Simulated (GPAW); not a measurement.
# AlSn (P-6m2) in GPAW: convergence with smearing width (eV)

Aim: find how far smearing width (eV) must go before the results for AlSn settle, at PBE. This setting moves, with any that are tied to it; all else stays.

Program: GPAW 26.7.0. These are calculated values, not measurements. Logs are shortened: lines on timing, memory, paths and dates and some standing lists are left out, and cuts for length are marked. The log counts tension as positive stress, the text compression.

## Step 1: The structure

Symmetry: P-6m2, No. 187, hexagonal system. The conventional cell has a = 4.198 Å, b = 4.198 Å, c = 3.307 Å, α = 90.00°, β = 90.00°, γ = 120.00°. Around Sn (site symmetry -6m2) lie 6 Al at 2.93 Å and 2 Sn at 3.31 Å. Al (site symmetry -6m2) is surrounded by 6 Sn at 2.93 Å and 2 Al at 3.31 Å.

The cell comes from a database or a generator and needn't be the stable form of this composition.

## Step 2: With smearing width (eV) 0.5

run.py reads:

```python
from ase.dft.bandgap import bandgap
from ase.io import read, write
from ase.units import GPa
from gpaw import GPAW, PW

atoms = read('POSCAR')

calc = GPAW(mode=PW(600),
            xc='PBE',
            kpts={'size': (6, 6, 6), 'gamma': True},
            occupations={'name': 'marzari-vanderbilt', 'width': 0.5},
            nbands=17,
            convergence={'density': 1e-05, 'energy': 1e-05},
            maxiter=100,
            txt='gpaw.txt')
atoms.calc = calc
energy = atoms.get_potential_energy()
forces = atoms.get_forces()
stress = atoms.get_stress()
calc.write('gs.gpw')
write('result.traj', atoms)
print(f'Energy: {energy:.6f} eV')
print('Forces (eV/A):')
print(forces.round(4))
print('Stress (GPa):', (stress / GPa).round(3))
print('Fermi level:', round(calc.get_fermi_level(), 4), 'eV')
print(f'Gap: {bandgap(calc)[0]:.4f} eV, direct: {bandgap(calc, direct=True)[0]:.4f} eV')
```

POSCAR reads:

```
AlSn
1.0
    4.1981056157      0.0000000000      0.0000000000
   -2.0990528078      3.6356661109      0.0000000000
    0.0000000000      0.0000000000      3.3068470000
Sn Al
1 1
Direct
    0.3333333333      0.6666666667      0.5000000000
    0.0000000000      0.0000000000      0.0000000000
```

Potentials or basis: GPAW PAW data sets (gpaw-data 1.2.1), pw.

Command:

```bash
$ OMP_NUM_THREADS=1 python run.py
```

gpaw.txt:

```text
__  _  _
 | _ |_)|_||  |
 |__||  | ||/\| - 26.7.0

Input parameters:
  mode=PW(ecut=600.0),
  convergence={'density': 1e-05, 'energy': 1e-05},
  kpts=MonkhorstPack(size=(6, 6, 6), gamma=True),
  maxiter=100,
  nbands=17,
  occupations=Occupations(name='marzari-vanderbilt', width=0.5),
  xc=XC(name='PBE')

Diagonalizing LCAO Hamiltonian
Converting LCAO to pw mode

         Sn

       Al

Atoms  # Å, Bohr magnetons
|   | symbol |         x |        y |        z |    initial magnetic moments |
|---|--------|-----------|----------|----------|-----------------------------|
| 0 |     Sn | -0.000000 | 2.423777 | 1.653423 | ( 0.0000,  0.0000,  0.0000) |
| 1 |     Al |  0.000000 | 0.000000 | 0.000000 | ( 0.0000,  0.0000,  0.0000) |

Unit cell  # Å
| periodic |         x |        y |        z |  lengths |     angles |
|----------|-----------|----------|----------|----------|------------|
|      yes |  4.198106 | 0.000000 | 0.000000 | 4.198106 |  90.000000 |
|      yes | -2.099053 | 3.635666 | 0.000000 | 4.198106 |  90.000000 |
|      yes |  0.000000 | 0.000000 | 3.306847 | 3.306847 | 120.000000 |

Number of symmetries: 12
Symmetry operations  # r_c * U_cc + t_c -> r_c
|    | kind |            matrix            |
|----|------|------------------------------|
|  0 |  σ   |  1, 1, 0,  0,-1, 0,  0, 0, 1 |
|  1 |  C2  |  1, 1, 0,  0,-1, 0,  0, 0,-1 |
|  2 |  E   |  1, 0, 0,  0, 1, 0,  0, 0, 1 |
|  3 |  σ   |  1, 0, 0,  0, 1, 0,  0, 0,-1 |
|  4 |  C3  |  0, 1, 0, -1,-1, 0,  0, 0, 1 |
|  5 |  S3  |  0, 1, 0, -1,-1, 0,  0, 0,-1 |
|  6 |  σ   |  0,-1, 0, -1, 0, 0,  0, 0, 1 |
|  7 |  C2  |  0,-1, 0, -1, 0, 0,  0, 0,-1 |
|  8 |  σ   | -1, 0, 0,  1, 1, 0,  0, 0, 1 |
|  9 |  C2  | -1, 0, 0,  1, 1, 0,  0, 0,-1 |
| 10 |  C3  | -1,-1, 0,  1, 0, 0,  0, 0, 1 |
| 11 |  S3  | -1,-1, 0,  1, 0, 0,  0, 0,-1 |

BZ-sampling:
  Number of BZ points: 216
  Number of IBZ points: 28

  Monkhorst-Pack size: [6, 6, 6]
  Monkhorst-Pack shift: [0.08333333333333333, 0.08333333333333333, 0.08333333333333333]

[... 83 lines left out ...]
    |    s |        |      19.459 |    1.085 |
    |    p |        |      24.499 |    1.085 |
    |    d |        |       0.000 |    1.085 |

    Using partial waves for Al as LCAO basis

Reference energy: -174614.116572  # eV

eigensolver:
  PPCG
  Converge bands: occupied
  niter=2

density mixing:
  MSR1-Mixer
  Pratt-step length: 0.05
  Maximum mixing coefficient: 0.75
  Old densities: 10
  SVD Regularization: 0.005
  Good broyden scale: 1.0
  Trust region scale: 1.0
  Backstep threshold: 4.0
  History deletion threshold: 6.0
  Fourier metric: weight=20.0, sigma=0.015

occupation numbers:
  Marzari-Vanderbilt:
    width: 0.5000  # eV

poisson solver:
  ecut: 4800.0  # eV

xc functional:
  name: PBE with 2 nearest neighbor stencil

convergence criteria:
- Maximum integral of absolute [dens]ity change: 1e-05 electrons / valence electron
- Maximum [total energy] change in last 3 cyles: 1e-05 eV / valence electron
- Maximum integral of absolute [eigenst]ate change: 4e-08 eV^2 / valence electron
maximum number of iterations: 100

SCF iterations
|iter     | |      energy | eigst |  dens |
|---------|-|-------------|-------|-------|
|iter:   1| |   -7.356237 | -0.01 |       |
|iter:   2| |   -7.356611 | -2.49 | -1.37 |
|iter:   3| |   -7.341884 | -2.55 | -1.40 |
|iter:   4| |   -7.342859 | -3.30 | -1.90 |
|iter:   5| |   -7.342988 | -4.58 | -2.64 |
|iter:   6| |   -7.343008c| -5.79 | -3.20 |
|iter:   7| |   -7.343010c| -6.74 | -3.79 |
|iter:   8| |   -7.343010c| -7.50c| -4.65 |
|iter:   9| |   -7.343010c| -7.76c| -5.15c|

Converged in 9 steps
Energy contributions relative to reference atoms: (reference = -174614.116572)

Energy contributions:
  Kinetic:           6.323353
  Coulomb:          -4.925684
  Zero:              0.009411
  External:          0.000000
  Xc:               -8.724238
  Entropy:          -0.025853
  Spinorbit:         0.000000
  ----------------------------
  Free energy:      -7.343010
  Extrapolated:     -7.343010

dipole moment: (-5.546005, -5.143950, -5.693332)  # |e|*Ang

Fermi level: 5.806
Eigenvalues  # (at kpt = [0.000, 0.000, 0.000])
| band index |      eig [eV] | occ [0-2] |
|------------|---------------|-----------|
|          0 |       -15.710 |     2.000 |
|          1 |       -15.577 |     2.000 |
|          2 |       -15.577 |     2.000 |
|          3 |       -15.577 |     2.000 |
|          4 |       -15.577 |     2.000 |
|          5 |        -4.760 |     2.000 |
[... 9 lines left out ...]
|         15 |        19.130 |     0.000 |
|         16 |        19.135 |     0.000 |

No gap
No difference between direct/indirect transitions

Forces  # eV/Ang
|        x |        y |       z |
|----------|----------|---------|
| -0.00000 |  0.00000 | 0.00000 |  # Sn   0
|  0.00000 | -0.00000 | 0.00000 |  # Al   1

Stress tensor  # eV/Ang^3
|         x |         y |        z |
|-----------|-----------|----------|
| -0.007320 |  0.000000 | 0.000000 |
|  0.000000 | -0.007320 | 0.000000 |
|  0.000000 |  0.000000 | 0.019198 |

# Writing to gs.gpw (mode='')
```

stdout:

```text
Energy: -7.343010 eV
Forces (eV/A):
[[-0.  0.  0.]
 [ 0. -0.  0.]]
Stress (GPa): [-1.173 -1.173  3.076  0.     0.     0.   ]
Fermi level: 5.8055 eV
Gap: 0.0000 eV, direct: 0.0000 eV
```

Run time: 21 s. Hardware: 1 thread of Arm Neoverse N1, shared host; peak memory 0.16 GiB.

Results:

* Free energy: -7.3430 eV
* Pressure: -0.2 GPa
* Band gap on the k mesh: none (metal or under the smearing width)

## Step 3: With smearing width (eV) 0.3

Changes to run.py since step 2:

```diff
@@ -10,3 +10,3 @@
             kpts={'size': (6, 6, 6), 'gamma': True},
-            occupations={'name': 'marzari-vanderbilt', 'width': 0.5},
+            occupations={'name': 'marzari-vanderbilt', 'width': 0.3},
             nbands=17,
```

POSCAR is that of step 2.

Potentials or basis: GPAW PAW data sets (gpaw-data 1.2.1), pw.

Command:

```bash
$ OMP_NUM_THREADS=1 python run.py
```

It took 20 s on 1 thread of Arm Neoverse N1, shared host; peak memory 0.16 GiB.

What came out:

| Property | Result |
| --- | --- |
| Free energy | -7.3365 eV |
| Pressure | -0.3 GPa |
| Band gap on the k mesh | none (metal or under the smearing width) |

## Step 4: With smearing width (eV) 0.2

Changes to run.py since step 3:

```diff
@@ -10,3 +10,3 @@
             kpts={'size': (6, 6, 6), 'gamma': True},
-            occupations={'name': 'marzari-vanderbilt', 'width': 0.3},
+            occupations={'name': 'marzari-vanderbilt', 'width': 0.2},
             nbands=17,
```

POSCAR is that of step 3.

Command:

```bash
$ OMP_NUM_THREADS=1 python run.py
```

It took 20 s on 1 thread of Arm Neoverse N1, shared host; peak memory 0.16 GiB.

It converged, with:

| Property | Result |
| --- | --- |
| Free energy | -7.3362 eV |
| Pressure | -0.4 GPa |
| Band gap on the k mesh | none (metal or under the smearing width) |

## Step 5: With smearing width (eV) 0.15

Changes to run.py since step 4:

```diff
@@ -10,3 +10,3 @@
             kpts={'size': (6, 6, 6), 'gamma': True},
-            occupations={'name': 'marzari-vanderbilt', 'width': 0.2},
+            occupations={'name': 'marzari-vanderbilt', 'width': 0.15},
             nbands=17,
```

POSCAR is that of step 4.

Command:

```bash
$ OMP_NUM_THREADS=1 python run.py
```

It took 20 s on 1 thread of Arm Neoverse N1, shared host; peak memory 0.16 GiB.

It converged, with:

| Quantity | Value |
| --- | --- |
| Free energy | -7.3359 eV |
| Pressure | -0.5 GPa |
| Band gap on the k mesh | none (metal or under the smearing width) |

## Step 6: With smearing width (eV) 0.1

Changes to run.py since step 5:

```diff
@@ -10,3 +10,3 @@
             kpts={'size': (6, 6, 6), 'gamma': True},
-            occupations={'name': 'marzari-vanderbilt', 'width': 0.15},
+            occupations={'name': 'marzari-vanderbilt', 'width': 0.1},
             nbands=17,
```

POSCAR is that of step 5.

Potentials or basis: GPAW PAW data sets (gpaw-data 1.2.1), pw.

Command:

```bash
$ OMP_NUM_THREADS=1 python run.py
```

It took 21 s on 1 thread of Arm Neoverse N1, shared host; peak memory 0.16 GiB.

Results (log left out):

| Quantity | Value |
| --- | --- |
| Free energy | -7.3354 eV |
| Pressure | -0.5 GPa |
| Band gap on the k mesh | none (metal or under the smearing width) |

## Step 7: With smearing width (eV) 0.05

Changes to run.py since step 6:

```diff
@@ -10,3 +10,3 @@
             kpts={'size': (6, 6, 6), 'gamma': True},
-            occupations={'name': 'marzari-vanderbilt', 'width': 0.1},
+            occupations={'name': 'marzari-vanderbilt', 'width': 0.05},
             nbands=17,
```

POSCAR is that of step 6.

Command:

```bash
$ OMP_NUM_THREADS=1 python run.py
```

It took 22 s on 1 thread of Arm Neoverse N1, shared host; peak memory 0.16 GiB.

The run converged. Its results:

| Property | Result |
| --- | --- |
| Free energy | -7.3351 eV |
| Pressure | -0.5 GPa |
| Band gap on the k mesh | none (metal or under the smearing width) |

## Step 8: With smearing width (eV) 0.025

Changes to run.py since step 7:

```diff
@@ -10,3 +10,3 @@
             kpts={'size': (6, 6, 6), 'gamma': True},
-            occupations={'name': 'marzari-vanderbilt', 'width': 0.05},
+            occupations={'name': 'marzari-vanderbilt', 'width': 0.025},
             nbands=17,
```

POSCAR is that of step 7.

Command:

```bash
$ OMP_NUM_THREADS=1 python run.py
```

It took 22 s on 1 thread of Arm Neoverse N1, shared host; peak memory 0.16 GiB.

It converged, with:

```
Free energy            : -7.3352 eV
Pressure               : -0.5 GPa
Band gap on the k mesh : none (metal or under the smearing width)
```

## Step 9: With smearing width (eV) 0.01

Changes to run.py since step 8:

```diff
@@ -10,3 +10,3 @@
             kpts={'size': (6, 6, 6), 'gamma': True},
-            occupations={'name': 'marzari-vanderbilt', 'width': 0.025},
+            occupations={'name': 'marzari-vanderbilt', 'width': 0.01},
             nbands=17,
```

POSCAR is that of step 8.

Potentials or basis: GPAW PAW data sets (gpaw-data 1.2.1), pw.

Command:

```bash
$ OMP_NUM_THREADS=1 python run.py
```

Run time: 22 s. Hardware: 1 thread of Arm Neoverse N1, shared host; peak memory 0.16 GiB.

The run converged. Its results:

| Item | Value |
| --- | --- |
| Free energy | -7.3350 eV |
| Pressure | -0.5 GPa |
| Band gap on the k mesh | none (metal or under the smearing width) |

## Step 10: Result

```tsv
smearing width (eV)	energy less the tightest run, at zero smearing (meV/atom)	pressure (GPa)	SCF cycles	CPU time (s)	peak memory (GiB)
0.5	-4.01	-0.24	9	21	0.16
0.3	-0.76	-0.33	9	20	0.16
0.2	-0.61	-0.40	9	20	0.16
0.15	-0.45	-0.47	9	20	0.16
0.1	-0.19	-0.51	9	21	0.16
0.05	-0.07	-0.51	9	22	0.16
0.025	-0.09	-0.52	9	22	0.16
0.01	0.00	-0.52	9	22	0.16
```

Against the tightest run, the energy stays within 1 meV/atom from 0.3 on; the pressure stays within 0.1 GPa from 0.15 on. Narrower smearing needs a denser k mesh, so at a fixed mesh the narrowest width isn't the most accurate. The tightest run that finished is the yardstick and may itself not be fully converged.

Caveats: this smearing can pin the Fermi level at a band edge.
